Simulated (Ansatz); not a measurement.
From input file to script: CsPbI2Br, space group P4/mmm in Ansatz 0.2.0.

```yaml
crystal:
  lattice:
    - [6.375296, 0.0, 0.0]
    - [0.0, 6.375296, 0.0]
    - [0.0, 0.0, 5.96222]
  atoms:
    - { symbol: Cs, position: [0.5, 0.5, 0.5] }
    - { symbol: Pb, position: [0.0, 0.0, 0.0] }
    - { symbol: I, position: [0.0, 0.5, 0.0] }
    - { symbol: I, position: [0.5, 0.0, 0.0] }
    - { symbol: Br, position: [0.0, 0.0, 0.5] }
kpoints:
  mp_grid: { grid: [3, 3, 3] }
hamiltonian:
  xc: pbe
scf:
  occupations: { method: fixed }
basis:
  ecutwfc: 510
output:
  forces: true
```

Launched from the shell:
```console
$ ansatz run input.yaml --threads 1 --pin off --max-ram 3072MiB --backend cpu --events-out ev --progress --plain --runs-dir out
Engine: ansatz 0.2.0, aarch64-unknown-linux-gnu
Pseudopotentials: kind: paw
Pseudopotential: Cs, paw, valence charge 9, recommended cutoff 420 eV (normal), Cs.paw.azcp
Pseudopotential: Pb, paw, valence charge 14, recommended cutoff 420 eV (normal), Pb.paw.azcp
Pseudopotential: I, paw, valence charge 17, recommended cutoff 420 eV (normal), I.paw.azcp
Pseudopotential: Br, paw, valence charge 7, recommended cutoff 420 eV (normal), Br.paw.azcp
Functional definition: PBE
  parameter kappa = 0.804
  parameter beta = 0.06672455060314922
  exchange = pbe_x(kappa = kappa, mu = beta*pi^2/3)
  correlation = pbe_c(beta = beta)
Crystal: 5 atoms, lattice volume = 242.331 Å³
Basis set: ecut = 510 eV, 6297 PW (Γ), exchange–correlation on 96×96×90 points (8 copies of the dense FFT grid, shifted against one another)
Bands: 39, of which v1, the nominal top of the filled ones, is band 32 counted from 1 (31 counted from 0)
Symmetry: 16 space group operations
Space group: P4/mmm (ITA 123), of the structure as read, at distance tolerance 6.2e-5 Å
k-points: 6 of 27
Non-local potential: Cs, projectors of the file, l = 0: 3, l = 1: 2, l = 2: 2, l = 3: 2
Non-local potential: Pb, projectors of the file, l = 0: 2, l = 1: 2, l = 2: 2, l = 3: 2
Non-local potential: I, projectors of the file, l = 0: 2, l = 1: 2, l = 2: 2, l = 3: 2
Non-local potential: Br, projectors of the file, l = 0: 2, l = 1: 2, l = 2: 2
PAW form: soft (Blöchl's): semilocal exchange-correlation on the pseudo side does not see the compensation charge
PAW one-centre angular grid: Cs, 194 points (default); XC on 64 Gauss nodes
PAW one-centre angular grid: Pb, 590 points (default); XC on 64 Gauss nodes
PAW one-centre angular grid: I, 590 points (default); XC on 64 Gauss nodes
PAW one-centre angular grid: Br, 110 points (default); XC on 64 Gauss nodes
Initial density: superposition of atomic densities (neutral atoms: chi_scale 0, normalization atom), corrected by the library's trained network
Initial wavefunctions: pseudopotential atomic-orbital guess
Functional: x = pbe(κ = 0.804, μ = 0.2195149727645171), c = pbe(β = 0.06672455060314922)
SCF iter   1: F=—  HF=-35391.866983 eV  |F-HF|=—  |Δ(HF+E_count)|=         —  Δρ=1.37e-3  dr2=1.02e-2  ethr=1.77e-3  ⟨swp⟩=6.0  Hψ=859  notcnv=0  defer=28
preconditioner: auto → Resta (q_TF=auto, 2.185 Å⁻¹)  ε∞=2.5  [insulator: Δε(μ)=3.586 eV  Ē_g=12.518 eV  n_scr=32 (ndim 8)  ℏωp=15.5 eV  f_vac=0.145  ε∞_Penn≈2.5]
SCF iter   2: F=—  HF=-35391.863682 eV  |F-HF|=—  |Δ(HF+E_count)|=   3.30e-3  Δρ=6.08e-4  dr2=1.72e-3  ethr=1.59e-5  ⟨swp⟩=3.5  Hψ=474  notcnv=0  defer=30
SCF iter   3: F=—  HF=-35391.863494 eV  |F-HF|=—  |Δ(HF+E_count)|=   1.88e-4  Δρ=1.87e-4  dr2=1.31e-4  ethr=2.68e-6  ⟨swp⟩=3.0  Hψ=341  notcnv=0  defer=24
automatic band count: iteration 3 solves 38 bands in place of 39: the levels show a gap, and the empty bands left out lie too high to hold charge; the band table lists the bands solved (type scf.n_extra_bands for more)
SCF iter   4: F=—  HF=-35391.863560 eV  |F-HF|=—  |Δ(HF+E_count)|=   6.53e-5  Δρ=6.69e-5  dr2=1.89e-5  ethr=2.05e-7  ⟨swp⟩=2.0  Hψ=375  notcnv=0  defer=24
SCF iter   5: F=—  HF=-35391.863566 eV  |F-HF|=—  |Δ(HF+E_count)|=   6.81e-6  Δρ=1.60e-5  dr2=1.03e-6  ethr=2.96e-8  ⟨swp⟩=2.3  Hψ=344  notcnv=0  defer=24
SCF iter   6: F=-35391.863567 eV  HF=-35391.863567 eV  |F-HF|=3.98e-8  |Δ(HF+E_count)|=   7.09e-7  Δρ=5.96e-6  dr2=1.06e-7  ethr=3.79e-10  ⟨swp⟩=5.2  Hψ=929  notcnv=0
SCF 1 converged in 6 iterations: F = -35391.863567 eV  dr2 = 1.06e-7
  greatest PAW one-centre occupation: 0.999 electrons in one spin orbital (limit 2), on the I atom at site 2 (counted from 0), in its partial waves of l = 2
SCF converged after 6 iterations
Free energy (F): -35391.863567 eV
Harris-Foulkes:  -35391.863567 eV  (|F-HF|=3.98e-8)
Internal energy: -35391.863567 eV  (E = F + TS)
E sigma→0 (E₀):  -35391.863567 eV
Fermi energy:    2.576887 eV
--- Per-component energies (eV) ---
  E_band       = -1031.842177
  E_kinetic    = 938.418910
  E_local      = -7089.911660  (includes V_loc(G=0)·N_el)
  E_nonlocal   = 268.872962
  E_hartree    = 3333.343355
  E_xc         = -915.342214
  E_vxc        = -618.803771  (∫ρ·V_xc dr)
  E_paw        = -27349.642248  (= ΣΔE_a)
  E_vpaw       = -1197.124321  (= ΣTr[D̂ρ^β])
  E_aug_tail   = -0.000073  (compensation charges beyond the density's cutoff)
  E_ewald      = -4577.602600
  E_smearing   = -0.000000  (= −TS)
  E_closure    = 0.000000  (closes the sum)
  Σ components = -35391.863567   (vs F -35391.863567, Δ=0.00e0)
--- Forces (eV/Å), atoms counted from 1 ---
  atom   1  Cs    -0.00000000    -0.00000000    -0.00000000
  atom   2  Pb     0.00000000     0.00000000     0.00000000
  atom   3  I      0.00000000    -0.00000000     0.00000000
  atom   4  I      0.00000000    -0.00000000    -0.00000000
  atom   5  Br    -0.00000000    -0.00000000     0.00000000
  max |Σ_I F_I| component: 5.17e-29 eV/Å
```

`cspbi2br.py`
```python
'''CsPbI2Br from an input typed as a mapping.'''

from collections import Counter
import logging
import sys

import ansatz as az
import numpy as np

logging.basicConfig(stream=sys.stdout, format='%(name)s: %(message)s')
logger = logging.getLogger('cspbi2br')
logger.setLevel(logging.INFO)

settings = {
    'crystal': {
        'lattice': [[6.375296, 0.0, 0.0], [0.0, 6.375296, 0.0], [0.0, 0.0, 5.96222]],
        'atoms': [
            {'symbol': 'Cs', 'position': [0.5, 0.5, 0.5]},
            {'symbol': 'Pb', 'position': [0.0, 0.0, 0.0]},
            {'symbol': 'I', 'position': [0.0, 0.5, 0.0]},
            {'symbol': 'I', 'position': [0.5, 0.0, 0.0]},
            {'symbol': 'Br', 'position': [0.0, 0.0, 0.5]},
        ],
    },
    'kpoints': {'mp_grid': {'grid': [3, 3, 3]}},
    'hamiltonian': {'xc': 'pbe'},
    'scf': {'occupations': {'method': 'fixed'}},
    'basis': {'ecutwfc': 510},
    'output': {'forces': True},
}

planned = az.Session.from_dict(settings).plan(threads=1, pin='off')
done = planned.execute()
data = done.report

logger.info('%-22s %14.5f eV' % ('F = E - TS', data['free_energy_ev']))
logger.info('%-22s %14.5f eV' % ('E', data['internal_energy_ev']))
logger.info('%-22s %14.5f eV' % ('Harris-Foulkes', data['harris_foulkes_ev']))
logger.info('%-22s %14.5f eV' % ('Fermi level', data['fermi_energy_ev']))

# forces in eV per angstrom
forces = np.array(data['forces_ev_ang'])
norms = np.linalg.norm(forces, axis=1)
logger.info('largest force {:.4f} eV/A on atom {}'.format(norms.max(), norms.argmax()))
print(np.array2string(forces, precision=4, suppress_small=True))

told = Counter((n['data']['severity'], n['data']['kind']) for n in done.notices if n['event'] == 'notice')
for (severity, kind), count in sorted(told.items()):
    logger.info(f'{severity:8s} {kind} x{count}')

used = data['setup']
print('cutoffs (eV):', used['ecut_ev'], used['ecutrho_ev'], ' FFT grid:', used['fft_dense'])
logger.info('cell volume {:.3f} A^3, {} symmetry operations'.format(used['cell_volume_ang3'], used['n_sym_ops']))
```

```console
$ python cspbi2br.py
cspbi2br: F = E - TS               -35391.86357 eV
cspbi2br: E                        -35391.86357 eV
cspbi2br: Harris-Foulkes           -35391.86357 eV
cspbi2br: Fermi level                   2.57686 eV
cspbi2br: largest force 0.0000 eV/A on atom 3
[[-0. -0. -0.]
 [ 0.  0.  0.]
 [ 0.  0.  0.]
 [ 0. -0. -0.]
 [-0.  0.  0.]]
cspbi2br: audit    band_cg_iterations x1
cspbi2br: audit    loop_bands_changed x1
cspbi2br: audit    preconditioner_resolved x1
cutoffs (eV): 510.0 2040.0  FFT grid: [48, 48, 45]
cspbi2br: cell volume 242.331 A^3, 16 symmetry operations
```

Total energies depend on the potentials; only differences at equal settings carry meaning. A total without «per atom» is that of the cell as typed. The Fermi level of a run with fixed occupations marks the highest occupied state on its mesh, not mid-gap. An absolute Fermi energy rests on an arbitrary zero of the periodic potential and has no direct meaning. Spin-orbit coupling, which matters for elements this heavy, is left out. This cell is a computed structure, which may not be the phase found in nature. Finished in 3.3 s on 1 thread of Arm Neoverse V2, on a shared host, peak memory 0.59 GiB.

(Lines on the test bed's own set-up are left out of the output.)
